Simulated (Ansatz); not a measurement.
# BrGaH4O2: the cost of one run

Method: RKS PBE0-D4/def2-SVP, in Ansatz 0.2.0.

## Step 1: The structure to begin with

Bond lengths: Ga1–Br2 2.825 Å, Ga1–H3 1.543 Å, Ga1–H4 1.544 Å, Ga1–O6 2.201 Å, O6–O7 1.429 Å, O7–H8 0.969 Å. Angles: Br2–Ga1–H3 102.7°, Br2–Ga1–H4 117.2°, Br2–Ga1–O6 74.7°, H3–Ga1–H4 127.7°, H3–Ga1–O6 121.3°, H4–Ga1–O6 101.8°, Ga1–O6–O7 76.1°, O6–O7–H8 103.8°.

Structure file:

```xyz
8

Ga   -0.5419   -1.0035    0.1411
Br    2.2044   -1.1396   -0.5055
H    -1.2222   -1.2219   -1.2260
H    -0.9739   -1.5705    1.5112
H     1.3781    0.5175    0.2258
O     0.2852    0.9559    0.7065
O    -0.5463    1.2469   -0.4182
H    -0.5834    2.2153   -0.4349
```

## Step 2: A restrained relaxation towards end A

Springs on the bonds that form and break draw the guess towards this end; the thresholds are loose.

input.yaml

```yaml
crystal:
  periodic: [false, false, false]
  atoms:
    - { symbol: Ga, position_ang: [-0.5419, -1.0035, 0.1411] }
    - { symbol: Br, position_ang: [2.2044, -1.1396, -0.5055] }
    - { symbol: H, position_ang: [-1.2222, -1.2219, -1.226] }
    - { symbol: H, position_ang: [-0.9739, -1.5705, 1.5112] }
    - { symbol: H, position_ang: [1.3781, 0.5175, 0.2258] }
    - { symbol: O, position_ang: [0.2852, 0.9559, 0.7065] }
    - { symbol: O, position_ang: [-0.5463, 1.2469, -0.4182] }
    - { symbol: H, position_ang: [-0.5834, 2.2153, -0.4349] }
basis:
  gaussian: { orbitals: def2-SVP }
hamiltonian:
  xc: pbe0
  dispersion: d4
relax:
  f_tol: 0.15
  max_steps: 25
  restrain:
    - { distance: [0, 5], at: 3.18, k: 30.0 }
    - { distance: [4, 1], at: 2.81, k: 30.0 }
    - { distance: [0, 1], at: 2.42, k: 30.0 }
    - { distance: [4, 5], at: 0.97, k: 30.0 }
```

Launch:

```console
ansatz run input.yaml --threads 2 --pin off --max-ram 3072MiB --backend cpu --events-out ev --progress --plain --runs-dir out
```

**Question.** How long does this run take on 2 threads of Intel Xeon Platinum 8488C (Sapphire Rapids), shared host, and how much memory does it need?

About 38 s, with a peak of 0.3 GiB.
